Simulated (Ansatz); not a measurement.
Which YAML input does this script hand to the engine? (Ansatz 0.2.0 through its Python package)

`bareh9_scf.py`:
```python
"""SCF run for BaReH9."""

from collections import Counter
from pathlib import Path
import warnings

import ansatz as az
import numpy as np

config = {
    "cutoff": 510,
    "occupations": "gaussian",
    "k_density": 3.1,
    "functional": "pbesol",
}


def main() -> None:
    warnings.simplefilter("ignore", az.DeckWarning)

    xtal = (
        az.Lattice.from_parameters(7.093909, 7.093909, 7.497194, alpha=90, beta=90, gamma=120)
        .space_group(155)
        .atom("Ba", [0.0, 0.0, 0.0])
        .atom("Re", [0.0, 0.0, 0.5])
        .atom("H", [0.236543, 0.0, 0.5])
        .atom("H", [0.161759, 0.177261, 0.660227])
        .primitive()
    )

    # functional, basis and sampling
    job = (
        xtal.calculation()
        .basis(config["cutoff"])
        .occupations(config["occupations"])
        .kpoints(density=config["k_density"])
        .functional(config["functional"])
        .compute(populations=True, density=True, electron_localization_function=True, output_files={"volumetric_format": "npy"})
    )
    out = job.run()
    r = out.report

    energy = r["free_energy_ev"]
    print("BaReH9: {:.6f} eV = {:.6f} Ry = {:.6f} Ha".format(energy, energy / 13.605693, energy / 27.211386))
    print("Fermi level {:.4f} eV, {} k-points, {} symmetry operations".format(r["fermi_energy_ev"], r["n_kpoints"], r["n_symmetry_ops"]))

    files = Path(out.write_results("tables"))
    print((files / "populations.tsv").read_text())

    # ELF is 0.5 in a uniform gas and nears 1 where pairs localise
    folder = Path(out.write_results("elf"))
    elf = np.load(folder / "elf.npy")
    peak = np.unravel_index(elf.argmax(), elf.shape)
    print(f"largest ELF {elf.max():.3f} at grid fractions", np.round(np.array(peak) / elf.shape, 3))
    for level in (0.2, 0.5, 0.7, 0.8, 0.9):
        print(f"share of the cell with ELF over {level}: {np.mean(elf > level):.3f}")

    told = Counter((n["data"]["severity"], n["data"]["kind"]) for n in out.notices if n["event"] == "notice")
    for (severity, kind), count in sorted(told.items()):
        print(f"{severity:8s} {kind} x{count}")


if __name__ == "__main__":
    main()
```

`python bareh9_scf.py` gives:
```text
BaReH9: -16743.446026 eV = -1230.620596 Ry = -615.310298 Ha
Fermi level 5.7949 eV, 19 k-points, 6 symmetry operations
# site	symbol	l	j	q
# orbitals = lowdin
# n_electrons = 34.000000
# spilling = 0.006479
0	Ba	0_5S	-	1.982610
0	Ba	0_6S	-	0.321592
0	Ba	1_5P	-	5.987979
1	Re	0_5S	-	1.921357
1	Re	0_6S	-	0.643300
1	Re	1_5P	-	5.990725
1	Re	2_5D	-	6.158510
2	H	0_1S	-	1.150301
3	H	0_1S	-	1.150301
4	H	0_1S	-	1.150301
5	H	0_1S	-	1.220456
6	H	0_1S	-	1.220456
7	H	0_1S	-	1.220456
8	H	0_1S	-	1.220456
9	H	0_1S	-	1.220456
10	H	0_1S	-	1.220456

largest ELF 0.999 at grid fractions [0.167 0.528 0.306]
share of the cell with ELF over 0.2: 0.579
share of the cell with ELF over 0.5: 0.321
share of the cell with ELF over 0.7: 0.223
share of the cell with ELF over 0.8: 0.167
share of the cell with ELF over 0.9: 0.086
audit    band_cg_iterations x1
audit    preconditioner_resolved x1
```

`input.yaml`:
```yaml
crystal:
  lattice: { a: 7.093909, b: 7.093909, c: 7.497194, alpha: 90.0, beta: 90.0, gamma: 120.0 }
  space_group: 155
  atoms:
    - { symbol: Ba, position: [0.0, 0.0, 0.0] }
    - { symbol: Re, position: [0.0, 0.0, 0.5] }
    - { symbol: H, position: [0.236543, 0.0, 0.5] }
    - { symbol: H, position: [0.161759, 0.177261, 0.660227] }
  reduce_to_primitive: true
basis:
  ecutwfc: 510.0
kpoints:
  mp_grid: { kspacing: 0.3225806451613 }
hamiltonian:
  xc: pbesol
scf:
  occupations: { method: gaussian }
output:
  write_density: true
  volumetric_format: npy
  populations: true
  elf: true
```

The program run on that file:
```console
$ ansatz run input.yaml --threads 1 --pin off --max-ram 3072MiB --backend cpu --events-out ev --progress --plain --runs-dir out
crystal.space_group: 155 is read as R32 (hexagonal axes, obverse): the typed cell holds Ba3Re3H27 (Ba 3a, Re 3b, H 9e, H 18f). Least distances (Å): Ba–Ba 4.798, Ba–Re 3.749, Ba–H 2.819, Re–Re 4.798, Re–H 1.678, H–H 1.849
crystal.space_group generates its sites in this order, which a site index counts, at these fractional coordinates of the primitive cell where crystal.reduce_to_primitive is true, and else of the cell that is read (crystal.supercell repeats the list replica by replica, and crystal.defects acts on that): 0: Ba [0.000000, 0.000000, 0.000000]; 1: Re [0.500000, 0.500000, 0.500000]; 2: H [0.736543, 0.263457, 0.500000]; 3: H [0.500000, 0.736543, 0.263457]; 4: H [0.263457, 0.500000, 0.736543]; 5: H [0.821986, 0.675729, 0.482966]; 6: H [0.675729, 0.482966, 0.821986]; 7: H [0.482966, 0.821986, 0.675729]; 8: H [0.178014, 0.517034, 0.324271]; 9: H [0.517034, 0.324271, 0.178014]; 10: H [0.324271, 0.178014, 0.517034];
Engine: ansatz 0.2.0, x86_64-unknown-linux-gnu
Pseudopotentials: kind: paw
Pseudopotential: Ba, paw, valence charge 10, recommended cutoff 420 eV (normal), Ba.paw.azcp
Pseudopotential: Re, paw, valence charge 15, recommended cutoff 420 eV (normal), Re.paw.azcp
Pseudopotential: H, paw, valence charge 1, recommended cutoff 420 eV (normal), H.paw.azcp
Functional definition: PBEsol
  exchange = pbesol_x
  correlation = pbesol_c
Crystal: 11 atoms, lattice volume = 108.913 Å³
Basis set: ecut = 510 eV, 2817 PW (Γ)
Bands: 28, of which v1, the nominal top of the filled ones, is band 17 counted from 1 (16 counted from 0)
Symmetry: 6 space group operations
Space group: R32 (ITA 155), of the structure as read, at distance tolerance 4.8e-5 Å
k-points: 19 of 125 (time reversal used)
Non-local potential: Ba, projectors of the file, l = 0: 3, l = 1: 2, l = 2: 2, l = 3: 2
Non-local potential: Re, projectors of the file, l = 0: 3, l = 1: 2, l = 2: 2, l = 3: 1
Non-local potential: H, projectors of the file, l = 0: 2, l = 1: 1
PAW form: soft (Blöchl's): semilocal exchange-correlation on the pseudo side does not see the compensation charge
PAW frozen core: Ba, regenerated for the run's functional, and the local potential with it (the file was generated under x = pbe(κ = 0.804, μ = 0.2195149727645171), c = pbe(β = 0.06672455060314922))
PAW frozen core: Re, regenerated for the run's functional, and the local potential with it (the file was generated under x = pbe(κ = 0.804, μ = 0.2195149727645171), c = pbe(β = 0.06672455060314922))
PAW one-centre angular grid: Ba, 194 points (default); XC on 64 Gauss nodes
PAW one-centre angular grid: Re, 590 points (default); XC on 64 Gauss nodes
PAW one-centre angular grid: H, 110 points (default); XC on 64 Gauss nodes
Initial density: superposition of atomic densities (neutral atoms: chi_scale 0, normalization atom), corrected by the library's trained network
Initial wavefunctions: pseudopotential atomic-orbital guess
Functional: x = pbesol(κ = 0.804, μ = 0.12345679012345678), c = pbesol(β = 0.046)
SCF iter   1: F=—  HF=-16743.471111 eV  |F-HF|=—  |Δ(HF+E_count)|=         —  Δρ=8.37e-3  dr2=9.65e-2  ethr=1.77e-3  ⟨swp⟩=10.1  Hψ=3568  notcnv=0  defer=12
preconditioner: auto → Resta (q_TF=auto, 2.247 Å⁻¹)  ε∞=3.5  [insulator: Δε(μ)=2.915 eV  Ē_g=11.015 eV  σ=0.100 eV  W_gap=1.00  n_scr=24 (ndim 8)  ℏωp=17.4 eV  f_vac=0.001  D(μ)=0.00/eV (n_scr^D=0)  ε∞_Penn≈3.5]
SCF iter   2: F=—  HF=-16743.455740 eV  |F-HF|=—  |Δ(HF+E_count)|=   1.54e-2  Δρ=4.86e-3  dr2=4.82e-2  ethr=2.84e-4  ⟨swp⟩=1.4  Hψ=708  notcnv=0  defer=67
SCF iter   3: F=—  HF=-16743.447742 eV  |F-HF|=—  |Δ(HF+E_count)|=   8.00e-3  Δρ=1.82e-3  dr2=8.37e-3  ethr=1.42e-4  ⟨swp⟩=2.9  Hψ=876  notcnv=0  defer=67
SCF iter   4: F=—  HF=-16743.446007 eV  |F-HF|=—  |Δ(HF+E_count)|=   1.74e-3  Δρ=4.87e-4  dr2=3.58e-4  ethr=2.46e-5  ⟨swp⟩=2.5  Hψ=641  notcnv=0  defer=67
SCF iter   5: F=—  HF=-16743.446021 eV  |F-HF|=—  |Δ(HF+E_count)|=   1.36e-5  Δρ=7.17e-5  dr2=5.88e-6  ethr=1.05e-6  ⟨swp⟩=2.4  Hψ=641  notcnv=0  defer=67
SCF iter   6: F=—  HF=-16743.446026 eV  |F-HF|=—  |Δ(HF+E_count)|=   5.66e-6  Δρ=9.88e-6  dr2=1.60e-7  ethr=1.73e-8  ⟨swp⟩=2.2  Hψ=737  notcnv=0  defer=80
SCF iter   7: F=-16743.446026 eV  HF=-16743.446026 eV  |F-HF|=7.33e-9  |Δ(HF+E_count)|=   1.40e-7  Δρ=2.37e-6  dr2=1.58e-8  ethr=2.94e-10  ⟨swp⟩=10.3  Hψ=2366  notcnv=0
SCF 1 converged in 7 iterations: F = -16743.446026 eV  dr2 = 1.58e-8
  greatest PAW one-centre occupation: 0.999 electrons in one spin orbital (limit 2), on the Re atom at site 1 (counted from 0), in its partial waves of l = 0
SCF converged after 7 iterations
Free energy (F): -16743.446026 eV
Harris-Foulkes:  -16743.446026 eV  (|F-HF|=7.33e-9)
Internal energy: -16743.446026 eV  (E = F + TS)
E sigma→0 (E₀):  -16743.446026 eV
Fermi energy:    5.794947 eV
--- Per-component energies (eV) ---
  E_band       = -411.024492
  E_kinetic    = 829.114518
  E_local      = -2386.950038  (includes V_loc(G=0)·N_el)
  E_nonlocal   = 117.864040
  E_hartree    = 879.451348
  E_xc         = -647.630951
  E_vxc        = -543.020217  (∫ρ·V_xc dr)
  E_paw        = -13674.599653  (= ΣΔE_a)
  E_vpaw       = -186.937298  (= ΣTr[D̂ρ^β])
  E_aug_tail   = -0.003172  (compensation charges beyond the density's cutoff)
  E_ewald      = -1861.076813
  E_core_change = 0.384695  (= ΣΔE_core)
  E_smearing   = -0.000000  (= −TS)
  E_closure    = 0.000000  (closes the sum)
  Σ components = -16743.446026   (vs F -16743.446026, Δ=0.00e0)
--- Band table (eV; the first three rows and the last of 19) ---
  k-point 0: bands = ["-73.3001", "-35.2984", "-35.2984", "-35.2766", "-22.0744", "-7.1868", "-7.1868", "-7.1626", "-2.6410", "1.2707", "1.2707", "2.2024", "2.2024", "3.0904", "3.7859", "3.7859", "3.8428", "8.0035", "8.0035", "9.0450", "9.5922", "10.1780", "10.1780", "10.5502", "10.5502", "11.3278", "12.7600", "12.7600"]
  k-point 1: bands = ["-73.3001", "-35.2986", "-35.2984", "-35.2766", "-22.0722", "-7.2596", "-7.1819", "-7.1667", "-2.3630", "1.2846", "1.3233", "2.0305", "2.2160", "3.0858", "3.2130", "3.6838", "3.8643", "7.6685", "8.4950", "9.2789", "9.5908", "10.0777", "10.3560", "10.8558", "11.3689", "11.7240", "12.3172", "12.8731"]
  k-point 2: bands = ["-73.3001", "-35.2990", "-35.2984", "-35.2768", "-22.0686", "-7.3810", "-7.1738", "-7.1616", "-1.7907", "0.9929", "1.4013", "1.8592", "2.1321", "2.6973", "3.1053", "3.4544", "3.9113", "7.3027", "9.0259", "9.6174", "9.7948", "10.3738", "10.9824", "11.0797", "11.5944", "11.8886", "12.6069", "12.8740"]
  k-point 18: bands = ["-73.3001", "-35.2991", "-35.2991", "-35.2771", "-22.0583", "-7.3173", "-7.3146", "-7.2559", "-0.9114", "1.3155", "1.3316", "1.5880", "1.7421", "1.9816", "2.8712", "3.1729", "3.3707", "9.1905", "9.2506", "9.4491", "10.8455", "11.0671", "11.2643", "11.4920", "11.7910", "12.1185", "12.2796", "12.4251"]
--- Löwdin populations: 11 sites ---
  site symbol       q [e]
     0     Ba      8.2922
     1     Re     14.7139
     2      H      1.1503
     3      H      1.1503
     4      H      1.1503
     5      H      1.2205
     6      H      1.2205
     7      H      1.2205
     8      H      1.2205
     9      H      1.2205
    10      H      1.2205
  spilling = 0.006479 (of n_electrons = 34.000000)
```

Reading the output:
- Total energies depend on the potentials; only differences at equal settings carry meaning. A total without «per atom» is that of the cell as typed.
- The zero of the levels is a convention of the potentials, so an absolute Fermi energy is no work function.
- An opening on this mesh may only mean that it misses a point where bands touch.
- Spin-orbit coupling, which matters for elements this heavy, is left out.
- Densities and potentials on the grid are those of the valence electrons, and inside the cores they hang on the potentials used.
- The structure comes from a database of computed cells and needn't be a stable or known phase.
- It ran for 3.1 s on 1 thread of AMD EPYC 9R45 96-Core Processor (Zen 5), with other jobs on the host, peak memory 0.46 GiB.

(Lines on the test bed's own set-up are left out of the output.)
